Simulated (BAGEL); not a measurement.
**ROHF/cc-pVDZ (density fitting with qzvpp-jkfit) run of doublet Al2H4Se+**

Aim: the energy of doublet Al2H4Se+. 

The calculation is run with BAGEL 1.2.2.

1 further run of the same task is left out (set aside as unsound or not needed).

## (1) Starting point

The species is Al2H4Se+ (7 atoms), meant as a doublet with charge +1. As SMILES of the parent species, `[AlH2][AlH][SeH]`. The coordinates come from a PBE0-D4/def2-TZVP relaxation. This is one conformer, not always the lowest. That shape belongs to the parent species and isn't relaxed for this state.

Bond lengths: Al1–Al2 2.584 Å, Al2–Se3 2.331 Å, Al1–H4 1.593 Å, Al1–H5 1.593 Å, Al2–H6 1.591 Å, Se3–H7 1.469 Å. Angles: Al1–Al2–Se3 117.0°, Al1–Al2–H6 127.9°, Se3–Al2–H6 115.1°, Al2–Al1–H4 121.5°, Al2–Al1–H5 121.4°, Al2–Se3–H7 93.6°, H4–Al1–H5 117.1°.

## (2) A single-point energy at ROHF/cc-pVDZ (density fitting with qzvpp-jkfit)

Input file hf.json:

```json
{ "bagel": [

{
  "title": "molecule",
  "basis": "cc-pvdz.json",
  "df_basis": "qzvpp-jkfit",
  "angstrom": "true",
  "geometry": [
    { "atom": "Al", "xyz": [      -1.578100,       0.539600,      -0.900300 ] },
    { "atom": "Al", "xyz": [       0.683400,       0.231600,       0.310300 ] },
    { "atom": "Se", "xyz": [       1.280700,      -1.943000,       0.899300 ] },
    { "atom": "H", "xyz": [      -1.688000,       0.476100,      -2.487900 ] },
    { "atom": "H", "xyz": [      -2.924300,       0.803000,      -0.090900 ] },
    { "atom": "H", "xyz": [       1.737000,       1.353100,       0.713600 ] },
    { "atom": "H", "xyz": [       2.550600,      -1.528300,       1.510400 ] }
  ]
},

{
  "title": "rohf",
  "charge": 1,
  "nopen": 1
},

{
  "title": "print",
  "file": "orbitals.molden",
  "orbitals": "true"
}

]}
```

The basis set cc-pVDZ is read from a file made from the Basis Set Exchange's data (not shown).

Launch:

```console
$ BAGEL_NUM_THREADS=1 BAGEL hf.json > hf.out
```

**Question.** What will come out? Wanted: total energy; ⟨S²⟩.

Computed results:

At ROHF/cc-pVDZ (density fitting with qzvpp-jkfit):

| quantity | value |
| --- | --- |
| total energy | -2885.68316 Eh |
| ⟨S²⟩ | 0.750 |
